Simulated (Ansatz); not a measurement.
Task: a rigid scan of one bond length of GeH₆S₂Si, SMILES [SiH3][S][GeH2][SH], with Ansatz 0.2.0 through its Python package. Give the script and its output. Use (for the species named): PBE, def2-SVP basis, multiplicity 1.

| atom | x (Å) | y (Å) | z (Å) |
| --- | --- | --- | --- |
| Si | 1.4775 | 0.0049 | 0.8469 |
| S | 0.4112 | -1.7285 | 0.1588 |
| Ge | -1.3967 | -0.5512 | -0.3803 |
| S | -1.0291 | 0.6053 | -2.2415 |
| H | 1.7613 | 0.8984 | -0.2851 |
| H | 2.7505 | -0.4184 | 1.4487 |
| H | 0.6799 | 0.7153 | 1.8578 |
| H | -1.7796 | 0.4119 | 0.7728 |
| H | -2.5728 | -1.5304 | -0.6256 |
| H | -0.3021 | 1.5927 | -1.5525 |

The script, `geh6s2si.py`:
```python
import ansatz
import numpy as np

BASIS_SET = 'def2-SVP'
XC = 'pbe'


def main() -> None:
    geometry_ang = [
        ('Si', (1.4775, 0.0049, 0.8469)),
        ('S', (0.4112, -1.7285, 0.1588)),
        ('Ge', (-1.3967, -0.5512, -0.3803)),
        ('S', (-1.0291, 0.6053, -2.2415)),
        ('H', (1.7613, 0.8984, -0.2851)),
        ('H', (2.7505, -0.4184, 1.4487)),
        ('H', (0.6799, 0.7153, 1.8578)),
        ('H', (-1.7796, 0.4119, 0.7728)),
        ('H', (-2.5728, -1.5304, -0.6256)),
        ('H', (-0.3021, 1.5927, -1.5525)),
    ]
    molecule = ansatz.Crystal.molecule()
    for symbol, xyz in geometry_ang:
        molecule = molecule.atom(symbol, xyz)

    symbols = [site.symbol for site in molecule.cartesian_sites]
    start = np.array([site.position_ang for site in molecule.cartesian_sites])
    axis = (start[8] - start[2]) / np.linalg.norm(start[8] - start[2])
    moving = [8]
    lengths, energies = [1.364, 1.426, 1.488, 1.55, 1.612, 1.674, 1.736, 1.829], []
    for length in lengths:
        xyz = start.copy()
        xyz[moving] += (length - np.linalg.norm(start[8] - start[2])) * axis
        point = ansatz.Crystal.molecule()
        for symbol, place in zip(symbols, xyz):
            point = point.atom(symbol, place.tolist())
        model = (
            point.calculation()
            .basis(gaussian=BASIS_SET)
            .functional(XC)
        )
        rep = model.run(threads=1, backend='cpu').report
        energies.append(rep['free_energy_ev'])
        print(f'r = {length:6.3f} A  E = {energies[-1]:.5f} eV  <S^2> = {abs(rep["mean_field"]["state"]["spin_squared"]):.3f}')

    fit = np.polynomial.Polynomial.fit(lengths, np.array(energies) - min(energies), 4).convert()
    roots = [r.real for r in fit.deriv().roots() if abs(r.imag) < 1e-9 and fit.deriv(2)(r.real) > 0]
    r_e = min(roots, key=lambda r: abs(r - lengths[int(np.argmin(energies))]))
    print(f'minimum of the fit at {r_e:.4f} A, force constant {fit.deriv(2)(r_e):.2f} eV/A^2')


if __name__ == '__main__':
    main()
```

Running `python geh6s2si.py` prints:
```text
r =  1.364 A  E = -86126.87804 eV  <S^2> = 0.000
r =  1.426 A  E = -86127.09460 eV  <S^2> = 0.000
r =  1.488 A  E = -86127.20625 eV  <S^2> = 0.000
r =  1.550 A  E = -86127.23709 eV  <S^2> = 0.000
r =  1.612 A  E = -86127.20613 eV  <S^2> = 0.000
r =  1.674 A  E = -86127.12835 eV  <S^2> = 0.000
r =  1.736 A  E = -86127.01559 eV  <S^2> = 0.000
r =  1.829 A  E = -86126.80068 eV  <S^2> = 0.000
minimum of the fit at 1.5469 A, force constant 16.32 eV/A^2
```

Reading the output:
- These settings explore the input space; basis and method may be short of convergence.
- The rest of the molecule is held rigid at a force-field or estimated start geometry, and the basis set is modest; single-reference methods fail as a bond breaks.
- The orbitals are restricted, so S² is zero by construction.
- Timing: 33 s on 1 thread of Arm Neoverse V1, with other jobs on the host, peak memory 0.23 GiB.
